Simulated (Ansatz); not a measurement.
**C₃H₅F₂In: basis-set convergence**

The task here is to estimate one member of a computed series from the others.

Program: Ansatz 0.2.0, Gaussian basis. Level of theory: one geometry, several basis sets. These are calculated values, not measurements.

Plan: PBE0-D4/def2-SVP; ωB97M-V/def2-SVP; PBE0-D4/def2-QZVPP; ωB97M-V/def2-QZVPP; the functionals' def2-TZVPP values are taken from earlier runs.

**The relaxed structure**

All runs share one geometry, relaxed beforehand with PBE0-D4 in a triple-zeta def2 set. In takes the def2 core potential; no spin-orbit term is included.

SMILES `C=C[CH2][In]([F])[F]`, 11 atoms, charge 0, spin multiplicity 1.

Atoms are counted from 1 here; the program's logs count them from 0.

Bond lengths: C1–C2 1.324 Å, C1–H7 1.090 Å, C1–H8 1.083 Å, C2–C3 1.490 Å, C2–H9 1.090 Å, C3–In4 2.136 Å, C3–H10 1.093 Å, C3–H11 1.094 Å, In4–F5 1.944 Å, In4–F6 1.944 Å. Angles: C2–C1–H7 122.6°, C2–C1–H8 121.8°, H7–C1–H8 115.5°, C1–C2–C3 127.4°, C1–C2–H9 117.8°, C3–C2–H9 114.7°, C2–C3–In4 112.6°, C2–C3–H10 111.1°, C2–C3–H11 111.1°, In4–C3–H10 107.4°, In4–C3–H11 107.5°, H10–C3–H11 106.9°, C3–In4–F5 127.0°, C3–In4–F6 126.7°, F5–In4–F6 106.2°.

Set-up of the first run:

File in.yaml:

```yaml
crystal:
  periodic: [false, false, false]
  atoms:
    - {symbol: C, position_ang: [-0.533635, 1.577396, 0.149276]}
    - {symbol: C, position_ang: [-0.691462, 0.672806, -0.804919]}
    - {symbol: C, position_ang: [-0.171427, -0.723564, -0.824387]}
    - {symbol: In, position_ang: [0.971842, -1.197458, 0.916874]}
    - {symbol: F, position_ang: [0.310320, -1.948964, 2.583220]}
    - {symbol: F, position_ang: [2.894073, -1.004066, 1.133720]}
    - {symbol: H, position_ang: [0.023804, 1.375810, 1.064480]}
    - {symbol: H, position_ang: [-0.955354, 2.571765, 0.069447]}
    - {symbol: H, position_ang: [-1.265009, 0.958339, -1.686840]}
    - {symbol: H, position_ang: [0.471214, -0.892142, -1.692798]}
    - {symbol: H, position_ang: [-0.988966, -1.447023, -0.887574]}
basis:
  gaussian: {orbitals: def2-SVP}
hamiltonian: {xc: pbe0, dispersion: d4}
output: {orbitals: {seedname: orbitals}}
```

Run with:

```
$ ansatz run in.yaml --threads 4 --pin off --events-out ev --progress --plain --max-ram 11315MiB
```

Steps of the session up to this table: PBE0-D4 in def2-SVP; ωB97M-V in def2-SVP; PBE0-D4 in def2-QZVPP; ωB97M-V in def2-QZVPP.

One of the session's tables, all rows but one given; the rest of the session is left out.

It belongs to the step «Density functionals: the series». 

| functional | basis | HOMO (eV) | LUMO (eV) |
| --- | --- | --- | --- |
| PBE0-D4 | def2-SVP | -8.30 | -1.39 |
| PBE0-D4 | def2-TZVPP | -8.38 | -1.59 |
| PBE0-D4 | def2-QZVPP | -8.39 | -1.66 |
| ωB97M-V | def2-SVP | -10.55 | 0.52 |
| ωB97M-V | def2-TZVPP | ? | ? |
| ωB97M-V | def2-QZVPP | -10.65 | -0.03 |

Q: Estimate the row for ωB97M-V, def2-TZVPP from the others.

**Answer.** HOMO (eV): -10.63; LUMO (eV): 0.16. In the column «HOMO (eV)» it lies between ωB97M-V, def2-QZVPP (-10.65) and ωB97M-V, def2-SVP (-10.55).
